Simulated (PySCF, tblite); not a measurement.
**SiH₃O₃ radical, a cluster model of a defect (Si site with back bonds O, O, O): EPR parameters**

Aim: the EPR parameters of `O[Si](O)O`. It is drawn as: dangling bond.

Computed with tblite 0.8.0 and PySCF 2.14.0; each step states its level. No surroundings beyond the atoms listed, unless a continuum is named. Atoms count from 0, parts from 1.

## Step 1: The system as given

7 atoms, charge 0, multiplicity 2; geometry: distance geometry start.

## Step 2: Relaxing the cluster with GFN2-xTB

Job settings and geometry (Å):

```
{"job": {"kind": "relax", "xc": "GFN2-xTB", "basis": "xTB"}, "charge": 0, "multiplicity": 2}
Si     0.408845    -0.158409     0.559449
O     -0.486548    -0.989871    -0.717476
O      2.061182     0.352452     0.135966
O      0.191982    -0.781974     2.190902
H     -0.124660    -1.252888    -1.607268
H      2.845117     0.204023     0.716311
H      0.895091    -0.905938     2.853861
```

Level: GFN2-xTB geometry optimisation, gas phase.

The run is started by

```bash
OMP_NUM_THREADS=1 python cluster_run.py task.json out
```

The driver reads the jobs from task.json and runs them one after another.

Standard output:

```text
step      E/eV     max force
  0    -421.20902    2.252
  1    -421.47386    2.075
  2    -421.92486    1.633
  3    -421.98483    0.704
  4    -422.01510    0.673
  5    -422.12819    0.557
  6    -422.15109    0.490
  7    -422.16577    0.507
  8    -422.19392    0.476
  9    -422.20587    0.295
 10    -422.20993    0.221
 11    -422.21228    0.175
 12    -422.21536    0.248
 13    -422.21922    0.264
 14    -422.22306    0.254
 15    -422.22633    0.190
 16    -422.23020    0.290
 17    -422.23636    0.411
 18    -422.24308    0.378
 19    -422.24766    0.205
 20    -422.24930    0.131
 21    -422.25024    0.143
 22    -422.25105    0.103
 23    -422.25337    0.142
 24    -422.25724    0.283
 25    -422.26326    0.468
 26    -422.27074    0.471
 27    -422.28729    0.441
 28    -422.30166    0.150
 29    -422.25888    1.476
 30    -422.30782    0.297
 31    -422.31129    0.278
 32    -422.31709    0.309
 33    -422.32028    0.319
 34    -422.32303    0.171
 35    -422.32670    0.210
 36    -422.32839    0.184
 37    -422.33058    0.145
 38    -422.33264    0.254
 39    -422.33351    0.198
 40    -422.33484    0.183
 41    -422.33598    0.188
 42    -422.32959    0.831
 43    -422.34289    0.353
 44    -422.34628    0.254
 45    -422.33573    0.883
 46    -422.35220    0.194
 47    -422.35436    0.122
 48    -422.35599    0.151
 49    -422.35689    0.165
 50    -422.35791    0.179
 51    -422.35966    0.128
 52    -422.36159    0.104
 53    -422.36515    0.297
 54    -422.36809    0.332
 55    -422.36766    0.874
 56    -422.36076    1.090
 57    -422.37560    0.425
 58    -422.37922    0.377
 59    -422.38086    0.426
 60    -422.38374    0.113
 61    -422.38513    0.190
 62    -422.38755    0.266
 63    -422.39011    0.199
 64    -422.39360    0.231
 65    -422.39369    0.297
 66    -422.39499    0.117
 67    -422.39524    0.053
 68    -422.39535    0.054
 69    -422.39559    0.056
 70    -422.39600    0.086
 71    -422.39666    0.092
 72    -422.39727    0.055
 73    -422.39766    0.042
 74    -422.39787    0.050
 75    -422.39799    0.064
 76    -422.39810    0.058
 77    -422.39818    0.040
 78    -422.39827    0.031
 79    -422.39838    0.039
 80    -422.39849    0.039
 81    -422.39858    0.028
 82    -422.39863    0.016
 83    -422.39865    0.013
 84    -422.39865    0.012
 85    -422.39866    0.011
 86    -422.39867    0.011
 87    -422.39868    0.013
 88    -422.39868    0.015
 89    -422.39869    0.023
 90    -422.39872    0.036
 91    -422.39878    0.046
 92    -422.39885    0.044
 93    -422.39894    0.029
 94    -422.39898    0.010
 95    -422.39899    0.012
 96    -422.39900    0.012
 97    -422.39900    0.003
```

Run time: 1.4 s. Hardware: 1 thread of Arm Neoverse N1, shared host.

The steps of the relaxation:

| step | energy from step 0 (eV) | largest force (eV/Å) |
| --- | --- | --- |
| 0 | 0.0000 | 2.2512 |
| 4 | -0.8061 | 0.6723 |
| 8 | -0.9849 | 0.4757 |
| 12 | -1.0063 | 0.2483 |
| 16 | -1.0212 | 0.2907 |
| 20 | -1.0403 | 0.1312 |
| 24 | -1.0482 | 0.2832 |
| 28 | -1.0926 | 0.1506 |
| 32 | -1.1081 | 0.3090 |
| 36 | -1.1194 | 0.1846 |
| 40 | -1.1258 | 0.1829 |
| 44 | -1.1373 | 0.2535 |
| 48 | -1.1470 | 0.1510 |
| 52 | -1.1526 | 0.1038 |
| 56 | -1.1517 | 1.0905 |
| 60 | -1.1747 | 0.1130 |
| 64 | -1.1846 | 0.2307 |
| 68 | -1.1863 | 0.0532 |
| 72 | -1.1882 | 0.0549 |
| 76 | -1.1891 | 0.0579 |
| 80 | -1.1895 | 0.0388 |
| 84 | -1.1896 | 0.0114 |
| 88 | -1.1897 | 0.0142 |
| 92 | -1.1898 | 0.0438 |
| 96 | -1.1900 | 0.0130 |
| 97 | -1.1900 | 0.0030 |

Close pairs (by a distance rule), those that changed most:

| bond | before (Å) | after (Å) | change (Å) |
| --- | --- | --- | --- |
| Si0–O2 | 1.781 | 1.646 | -0.135 |
| Si0–O3 | 1.760 | 1.626 | -0.134 |
| Si0–O1 | 1.767 | 1.633 | -0.134 |
| O1–H4 | 0.996 | 0.953 | -0.043 |
| O2–H5 | 0.987 | 0.953 | -0.034 |
| O3–H6 | 0.974 | 0.959 | -0.016 |

## Step 3: Optimising the geometry at PBE0-D3(BJ)/def2-SVP

Job settings and geometry (Å):

```
{"job": {"xc": "PBE0", "basis": "def2-SVP", "d3": "d3bj", "grid": 2, "kind": "geom", "shake": 0.01}, "charge": 0, "multiplicity": 2}
Si    -0.297652     0.482818     0.019127
O     -1.054620    -0.638602    -0.897634
O      1.194577     0.624559    -0.581260
O     -0.326048     0.024333     1.562154
H     -0.813113    -0.708759    -1.826327
H      1.876589     1.078465    -0.060535
H     -0.549114    -0.896817     1.761628
```

Standard output:

```text
step   0  E = -516.41720255  max force = 0.040137
step   1  E = -516.42135325  max force = 0.006371
step   2  E = -516.42147356  max force = 0.001193
step   3  E = -516.42152791  max force = 0.001673
step   4  E = -516.42167183  max force = 0.003900
step   5  E = -516.42173422  max force = 0.002789
step   6  E = -516.42177720  max force = 0.000894
step   7  E = -516.42178402  max force = 0.000351
optimisation converged
```

Wall time 53 s (1 thread of Arm Neoverse N1, shared host); peak memory 0.4 GiB.

Relaxation path:

| step | energy from step 0 (eV) | largest force component (eV/Å) |
| --- | --- | --- |
| 0 | 0.0000 | 2.0639 |
| 1 | -0.1129 | 0.3276 |
| 2 | -0.1162 | 0.0613 |
| 3 | -0.1177 | 0.0860 |
| 4 | -0.1216 | 0.2005 |
| 5 | -0.1233 | 0.1434 |
| 6 | -0.1245 | 0.0460 |
| 7 | -0.1247 | 0.0180 |

Distances of close pairs at the start and the end, largest changes first:

```csv
bond,before (Å),after (Å),change (Å)
Si0–O2,1.615,1.668,+0.053
Si0–O3,1.610,1.659,+0.049
Si0–O1,1.634,1.662,+0.027
O2–H5,0.971,0.962,-0.008
O3–H6,0.969,0.965,-0.004
O1–H4,0.962,0.962,+0.000
```

The end geometry stands in the next job.

| at the end point | value |
| --- | --- |
| point group (found at 0.08 Å tolerance) | C1 |
| rotational constants (GHz, main isotopes) | 7.521, 6.649, 3.891 |
| dipole moment (D) | 1.13 |
| ⟨S²⟩ | 0.752 |

## Step 4: EPR parameters: B3LYP/IGLO-III+pcH-1

Job settings and geometry (Å):

```
{"job": {"kind": "epr"}, "charge": 0, "multiplicity": 2}
Si    -0.237603     0.481812     0.037012
O     -1.026071    -0.705485    -0.817012
O      1.314618     0.544211    -0.570248
O     -0.319246    -0.001833     1.621449
H     -0.866060    -0.720206    -1.765869
H      1.838593     1.303674    -0.296824
H     -0.698682    -0.881203     1.738451
```

Method: UKS B3LYP, IGLO-III on O Si, pcH-1 on H, non-relativistic, mean-field spin-orbit, GIAO.

Standard output:

```text
UKS, coarse grid
  cycle   1  E = -516.92085281  |g| = 9.17e-01
  cycle   2  E = -516.28265708  |g| = 1.59e+00
  cycle   3  E = -517.20618305  |g| = 7.09e-02
  cycle   4  E = -517.20774262  |g| = 4.53e-02
  cycle   5  E = -517.20839125  |g| = 1.76e-02
  cycle   6  E = -517.20849787  |g| = 2.48e-03
  cycle   7  E = -517.20849969  |g| = 6.69e-04
UKS, final grid
  cycle   1  E = -517.20848153  |g| = 6.91e-04
  cycle   2  E = -517.20848129  |g| = 1.10e-03
  cycle   3  E = -517.20848169  |g| = 1.41e-04
  cycle   4  E = -517.20848170  |g| = 1.45e-05
E = -517.20848170 Eh   <S^2> = 0.7515 (exact 0.7500)
g shifts (ppm)      1          2          3
  rmc          -202       -202       -202
  gc             97         89         39
  oz_so       -1737      -1311       -292
  total       -1842      -1424       -455
hyperfine (MHz)  atom isotope    a_iso     a_fc   dipolar eigenvalues
    0  29Si   -1029.07   -1030.04   -111.15     54.69     56.45
    1   17O     -39.19     -39.18    -26.02     12.58     13.44
    2   17O     -41.20     -41.20    -37.48     18.05     19.43
    3   17O     -95.41     -95.39    -19.55      9.42     10.14
    4    1H      -5.56      -5.59     -8.20     -3.15     11.35
    5    1H      -8.04      -8.05    -12.01     -4.34     16.35
    6    1H      21.72      21.69     -6.35     -2.19      8.54
```

Wall time 33 s (1 thread of Arm Neoverse N1, shared host); peak memory 0.5 GiB.

Principal g values 2.00048, 2.00090, 2.00186; g(iso) = 2.00108, against 2.00232 for a free electron.

Hyperfine couplings, nucleus by nucleus at this fixed geometry (no averaging over rotations):

```csv
nuclei,isotope,a(iso) (MHz),"a(iso) (G, at g = 2.0023)",largest dipolar term (MHz)
Si0,29Si,-1029.1,-367.2,-111.1
O3,17O,-95.4,-34.0,-19.6
O2,17O,-41.2,-14.7,-37.5
O1,17O,-39.2,-14.0,-26.0
H6,1H,21.7,7.7,8.5
H5,1H,-8.0,-2.9,16.4
H4,1H,-5.6,-2.0,11.4
```

Mulliken spin populations:

```csv
atom,value (e)
Si0,0.86
O1,0.04
O2,0.05
O3,0.02
H4,0.00
H5,0.01
H6,0.02
```

In first order the couplings over 0.8 MHz of 1H give 8 distinct lines over 12.6 G.

## Step 5: g tensor and hyperfine couplings: BHandHLYP/IGLO-III+pcH-1

Settings changed since step 4:

```diff
@@ -1,2 +1,2 @@
-{"job": {"kind": "epr"}, "charge": 0, "multiplicity": 2}
+{"job": {"kind": "epr", "xc": "BHandHLYP"}, "charge": 0, "multiplicity": 2}
 Si    -0.237603     0.481812     0.037012
```

Level: UKS BHandHLYP, IGLO-III on O Si, pcH-1 on H, non-relativistic, mean-field spin-orbit, GIAO.

Standard output:

```text
UKS, coarse grid
  cycle   1  E = -516.87486599  |g| = 7.46e-01
  cycle   2  E = -516.80170085  |g| = 8.96e-01
  cycle   3  E = -517.07291076  |g| = 3.58e-02
  cycle   4  E = -517.07370571  |g| = 1.41e-02
  cycle   5  E = -517.07380412  |g| = 9.26e-03
  cycle   6  E = -517.07384123  |g| = 1.50e-03
  cycle   7  E = -517.07384520  |g| = 4.19e-04
UKS, final grid
  cycle   1  E = -517.07383287  |g| = 2.45e-04
  cycle   2  E = -517.07383291  |g| = 2.01e-04
  cycle   3  E = -517.07383292  |g| = 6.90e-05
  cycle   4  E = -517.07383293  |g| = 3.60e-05
  cycle   5  E = -517.07383293  |g| = 6.29e-06
E = -517.07383293 Eh   <S^2> = 0.7524 (exact 0.7500)
g shifts (ppm)      1          2          3
  rmc          -205       -205       -205
  gc             97         90         37
  oz_so       -1791      -1373       -241
  total       -1899      -1488       -410
hyperfine (MHz)  atom isotope    a_iso     a_fc   dipolar eigenvalues
    0  29Si   -1063.22   -1064.19   -119.21     58.19     61.03
    1   17O     -42.07     -42.06    -25.57     12.32     13.25
    2   17O     -44.36     -44.36    -36.36     17.50     18.86
    3   17O     -93.66     -93.64    -19.19      9.18     10.01
    4    1H      -6.86      -6.89     -8.24     -3.21     11.45
    5    1H      -9.22      -9.23    -11.94     -4.52     16.46
    6    1H      20.11      20.09     -6.39     -2.14      8.52
```

Wall time 38 s (1 thread of Arm Neoverse N1, shared host); peak memory 0.54 GiB.

In short: g(iso) 2.00105.

## Step 6: Side by side: EPR parameters

g, ⟨S²⟩ and isotropic hyperfine couplings (MHz), with basis size and wall time:

```
                     run   g(iso)   ⟨S²⟩  29Si Si0  17O O3  17O O2  17O O1  1H H6  functions  time
    B3LYP/IGLO-III+pcH-1  2.00108  0.751   -1029.1   -95.4   -41.2   -39.2   21.7        179  33 s
BHandHLYP/IGLO-III+pcH-1  2.00105  0.752   -1063.2   -93.7   -44.4   -42.1   20.1        179  38 s
```

## Step 7: Summary of results

| quantity | value |
| --- | --- |
| point group | C1 |
| rotational constants (main isotopes) | 7.52, 6.65, 3.89 GHz |
| g(iso) (B3LYP) | 2.00108 |
| ⟨S²⟩ | 0.751 (exact 0.75) |
| largest a(iso) | 29Si on Si0, -1029.1 MHz |

What this shows: Relaxing lowered the energy by 0.125 eV in 7 steps; the close pair that moved most is Si0–O2, from 1.615 to 1.668 Å (PBE0/def2-SVP). Si0 carries the largest spin population, 0.86 e. The isotropic g lies 1.2 ppt below the free-electron value. The coupling of 29Si on Si0 runs from -1063.2 (BHandHLYP/IGLO-III+pcH-1) to -1029.1 MHz (B3LYP/IGLO-III+pcH-1).
